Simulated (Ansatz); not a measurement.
# CH₇FOSi₂: up Jacob's ladder to CCSD(T)

One table from this session's results is given with a row withheld; the runs are named, their logs left out.

Program: Ansatz 0.2.0, Gaussian basis. Level of theory: functionals in def2-TZVPP, the program's frozen cores in correlated methods. These are calculated values, not measurements.

The runs, in order: PBE-D4, r2SCAN-D4, PBE0-D4, B3LYP-D4, ωB97X-V, ωB97M-V, B2PLYP; CCSD(T)/def2-TZVPP; MP2/def2-QZVPP; extrapolation to the limit.

## Structure used throughout

All runs share one geometry, relaxed beforehand with PBE0-D4 in a triple-zeta def2 set.

12 atoms, charge 0, spin multiplicity 1.

Atoms are counted from 1 here; the program's logs count them from 0.

Bond lengths: C1–O2 1.410 Å, C1–H6 1.096 Å, C1–H7 1.096 Å, C1–H8 1.091 Å, O2–Si3 1.645 Å, Si3–Si4 2.343 Å, Si3–H9 1.493 Å, Si3–H10 1.495 Å, Si4–F5 1.606 Å, Si4–H11 1.488 Å, Si4–H12 1.486 Å. Angles: O2–C1–H6 111.3°, O2–C1–H7 111.4°, O2–C1–H8 108.2°, H6–C1–H7 108.6°, H6–C1–H8 108.6°, H7–C1–H8 108.6°, C1–O2–Si3 122.7°, O2–Si3–Si4 107.4°, O2–Si3–H9 110.8°, O2–Si3–H10 111.1°, Si4–Si3–H9 111.6°, Si4–Si3–H10 109.1°, H9–Si3–H10 106.9°, Si3–Si4–F5 110.5°, Si3–Si4–H11 110.0°, Si3–Si4–H12 111.7°, F5–Si4–H11 107.7°, F5–Si4–H12 107.8° and more.

The first run:

in.yaml reads:

```yaml
crystal:
  periodic: [false, false, false]
  atoms:
    - {symbol: C, position_ang: [1.569443, 1.661536, 0.218592]}
    - {symbol: O, position_ang: [0.905032, 0.482951, -0.178933]}
    - {symbol: Si, position_ang: [-0.576207, 0.060259, 0.397618]}
    - {symbol: Si, position_ang: [-1.195071, -1.938502, -0.657371]}
    - {symbol: F, position_ang: [-1.467541, -1.689612, -2.220664]}
    - {symbol: H, position_ang: [1.799633, 1.647312, 1.290114]}
    - {symbol: H, position_ang: [0.968576, 2.552101, 0.001155]}
    - {symbol: H, position_ang: [2.505713, 1.729917, -0.337347]}
    - {symbol: H, position_ang: [-1.571476, 1.145000, 0.147998]}
    - {symbol: H, position_ang: [-0.534520, -0.160335, 1.875858]}
    - {symbol: H, position_ang: [-2.451520, -2.463532, -0.057983]}
    - {symbol: H, position_ang: [-0.134163, -2.972195, -0.539637]}
basis:
  gaussian: {orbitals: def2-TZVPP}
hamiltonian: {xc: pbe, dispersion: d4}
output: {forces: true, orbitals: {seedname: orbitals}}
```

Launch:

```sh
$ ansatz run in.yaml --threads 4 --pin off --events-out ev --progress --plain --max-ram 10444MiB
```

Among the steps run: PBE-D4 (GGA); r2SCAN-D4 (meta-GGA); PBE0-D4 (hybrid); B3LYP-D4 (hybrid); ωB97X-V (range-separated); ωB97M-V (range-separated); B2PLYP (double hybrid); CCSD(T) in def2-TZVPP; MP2 in def2-QZVPP.

One of the session's tables, all rows but one given; the rest of the session is left out.

| method | atomisation energy (kJ/mol) |
| --- | --- |
| PBE-D4 | 4227.3 |
| r2SCAN-D4 | 4212.7 |
| PBE0-D4 | 4171.2 |
| B3LYP-D4 | 4206.3 |
| ωB97X-V | 4237.5 |
| ωB97M-V | 4216.9 |
| B2PLYP | ? |
| HF/def2-TZVPP | 3144.0 |
| MP2/def2-TZVPP | 4158.7 |
| CCSD/def2-TZVPP | 4065.0 |
| CCSD(T)/def2-TZVPP | 4112.7 |
| MP2/CBS | 4273.7 |
| CCSD(T)/CBS | 4227.8 |

Estimate the missing values for B2PLYP.

The run gave: atomisation energy (kJ/mol): 4164.9. In the column «atomisation energy (kJ/mol)» it lies between MP2/def2-TZVPP (4158.7) and PBE0-D4 (4171.2).
